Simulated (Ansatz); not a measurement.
**C₂H₁₀BNSi: basis-set convergence**

Aim: see how fast density functionals converge with the basis set for C₂H₁₀BNSi.

Method: one geometry, several basis sets; program: Ansatz 0.2.0, Gaussian basis.

Levels to be run: PBE0-D4/def2-SVP; ωB97M-V/def2-SVP; PBE0-D4/def2-QZVPP; ωB97M-V/def2-QZVPP; the functionals' def2-TZVPP values are taken from earlier runs.

### Step 1. The geometry

All runs share one geometry, relaxed beforehand with PBE0-D4 in a triple-zeta def2 set.

SMILES `BN([SiH3])CC`, 15 atoms, charge 0, spin multiplicity 1.

Atoms are counted from 1 here; the program's logs count them from 0.

Bond lengths: B1–N2 1.396 Å, B1–H6 1.200 Å, B1–H7 1.197 Å, N2–Si3 1.750 Å, N2–C4 1.467 Å, Si3–H8 1.488 Å, Si3–H9 1.479 Å, Si3–H10 1.488 Å, C4–C5 1.517 Å, C4–H11 1.092 Å, C4–H12 1.097 Å, C5–H13 1.093 Å, C5–H14 1.092 Å, C5–H15 1.092 Å. Angles: N2–B1–H6 119.1°, N2–B1–H7 119.6°, H6–B1–H7 121.3°, B1–N2–Si3 122.5°, B1–N2–C4 121.0°, Si3–N2–C4 116.6°, N2–Si3–H8 109.2°, N2–Si3–H9 109.1°, N2–Si3–H10 110.4°, H8–Si3–H9 110.7°, H8–Si3–H10 107.2°, H9–Si3–H10 110.1°, N2–C4–C5 112.5°, N2–C4–H11 108.2°, N2–C4–H12 109.3°, C5–C4–H11 110.0°, C5–C4–H12 109.9°, H11–C4–H12 106.7° and more.

Coordinates:

```
B     0.97852    1.61172   -0.04140
N     0.56541    0.28472    0.08912
Si    0.91450   -0.67165    1.51191
C    -0.17819   -0.38310   -0.98429
C    -1.68035   -0.26837   -0.80915
H     0.74177    2.19887   -1.06123
H     1.56330    2.14008    0.85984
H     1.75594   -1.83682    1.12477
H     1.61598    0.17303    2.50325
H    -0.34328   -1.21070    2.09691
H     0.12195    0.06181   -1.93581
H     0.11385   -1.43943   -1.02431
H    -2.20180   -0.78866   -1.61611
H    -2.00456   -0.70281    0.13916
H    -1.98484    0.78042   -0.82317
```

### Step 2. PBE0-D4 in def2-SVP

in.yaml reads:

```yaml
crystal:
  periodic: [false, false, false]
  atoms:
    - {symbol: B, position_ang: [0.978524, 1.611722, -0.041399]}
    - {symbol: N, position_ang: [0.565407, 0.284719, 0.089125]}
    - {symbol: Si, position_ang: [0.914503, -0.671648, 1.511912]}
    - {symbol: C, position_ang: [-0.178188, -0.383103, -0.984293]}
    - {symbol: C, position_ang: [-1.680350, -0.268367, -0.809146]}
    - {symbol: H, position_ang: [0.741767, 2.198866, -1.061234]}
    - {symbol: H, position_ang: [1.563305, 2.140079, 0.859841]}
    - {symbol: H, position_ang: [1.755940, -1.836817, 1.124765]}
    - {symbol: H, position_ang: [1.615980, 0.173031, 2.503249]}
    - {symbol: H, position_ang: [-0.343278, -1.210704, 2.096914]}
    - {symbol: H, position_ang: [0.121949, 0.061811, -1.935809]}
    - {symbol: H, position_ang: [0.113845, -1.439433, -1.024308]}
    - {symbol: H, position_ang: [-2.201799, -0.788664, -1.616110]}
    - {symbol: H, position_ang: [-2.004559, -0.702810, 0.139163]}
    - {symbol: H, position_ang: [-1.984845, 0.780417, -0.823171]}
basis:
  gaussian: {orbitals: def2-SVP}
hamiltonian: {xc: pbe0, dispersion: d4}
output: {orbitals: {seedname: orbitals}}
```

On the command line:

```bash
ansatz run in.yaml --threads 4 --pin off --events-out ev --progress --plain --max-ram 10444MiB
```

The runs that follow: ωB97M-V in def2-SVP; PBE0-D4 in def2-QZVPP; ωB97M-V in def2-QZVPP.

Before running them: what should the planned runs give, taken together? Wanted: PBE0-D4: double and triple zeta above quadruple; ωB97M-V: double and triple zeta above quadruple.

The runs gave:

| quantity | value |
| --- | --- |
| PBE0-D4: double and triple zeta above quadruple | 8.15, 0.54 eV |
| ωB97M-V: double and triple zeta above quadruple | 8.45, 0.50 eV |

In words: For PBE0-D4 the step from double to triple zeta gains 7.61 eV and the next only 0.54 eV. These are total energies; as a rule much of such shifts cancels in differences, which this series doesn't test. The LUMO of ωB97M-V is positive and keeps falling with the basis (2.10 to 1.33 eV): an unbound level that the basis holds in place.
